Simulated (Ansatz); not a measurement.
**C₂H₄F₂Sn: a ladder of functionals and wavefunction methods**

An exercise on one series of results from a longer session: the logs are not shown, and one member is left open.

The runs use Ansatz 0.2.0, Gaussian basis; functionals in def2-TZVPP, the program's frozen cores in correlated methods.

Levels to be run: PBE-D4, r2SCAN-D4, PBE0-D4, B3LYP-D4, ωB97X-V, ωB97M-V, B2PLYP; CCSD(T)/def2-TZVPP; MP2/def2-QZVPP; extrapolation to the limit.

## The relaxed structure

The geometry comes from an earlier relaxation with PBE0-D4 in a triple-zeta def2 set; it is a stationary point, not always the lowest conformer. Sn takes the def2 core potential; no spin-orbit term is included.

9 atoms, charge 0, spin multiplicity 1.

Atoms are counted from 1 here; the program's logs count them from 0.

Bond lengths: F1–Sn2 1.950 Å, Sn2–F3 1.951 Å, C4–C5 1.333 Å, C4–H6 1.084 Å, C4–H7 1.084 Å, C5–H8 1.085 Å, C5–H9 1.086 Å. Angles: F1–Sn2–F3 95.5°, C5–C4–H6 121.3°, C5–C4–H7 121.8°, H6–C4–H7 116.9°, C4–C5–H8 121.7°, C4–C5–H9 121.1°, H8–C5–H9 117.2°.

The first run:

in.yaml reads:

```yaml
crystal:
  periodic: [false, false, false]
  atoms:
    - {symbol: F, position_ang: [1.328390, -1.861200, -1.088189]}
    - {symbol: Sn, position_ang: [1.003118, -1.549431, 0.809097]}
    - {symbol: F, position_ang: [2.200874, -0.016859, 0.954900]}
    - {symbol: C, position_ang: [-0.489988, 0.524042, -0.730854]}
    - {symbol: C, position_ang: [-0.991110, 0.594503, 0.501943]}
    - {symbol: H, position_ang: [0.460078, 0.983334, -0.980141]}
    - {symbol: H, position_ang: [-1.000192, -0.008499, -1.525418]}
    - {symbol: H, position_ang: [-1.944603, 0.143110, 0.756766]}
    - {symbol: H, position_ang: [-0.478166, 1.144600, 1.284895]}
basis:
  gaussian: {orbitals: def2-TZVPP}
hamiltonian: {xc: pbe, dispersion: d4}
output: {forces: true, orbitals: {seedname: orbitals}}
```

The run is started by

```console
$ ansatz run in.yaml --threads 4 --pin off --events-out ev --progress --plain --max-ram 10444MiB
```

Among the steps run: PBE-D4 (GGA); r2SCAN-D4 (meta-GGA); PBE0-D4 (hybrid); B3LYP-D4 (hybrid); ωB97X-V (range-separated); ωB97M-V (range-separated); B2PLYP (double hybrid); CCSD(T) in def2-TZVPP; MP2 in def2-QZVPP.

One of the session's tables, all rows but one given; the rest of the session is left out.

```
            method  atomisation energy (kJ/mol)
            PBE-D4                       3488.5
         r2SCAN-D4                       3406.6
           PBE0-D4                       3384.3
          B3LYP-D4                       3405.2
           ωB97X-V                       3401.9
           ωB97M-V                            ?
            B2PLYP                       3368.0
     HF/def2-TZVPP                       2443.7
    MP2/def2-TZVPP                       3382.3
   CCSD/def2-TZVPP                       3247.6
CCSD(T)/def2-TZVPP                       3307.4
           MP2/CBS                       3497.5
       CCSD(T)/CBS                       3422.5
```

Estimate the missing values for ωB97M-V.

The run gave: atomisation energy (kJ/mol): 3398.5. In the column «atomisation energy (kJ/mol)» it lies between PBE0-D4 (3384.3) and ωB97X-V (3401.9).
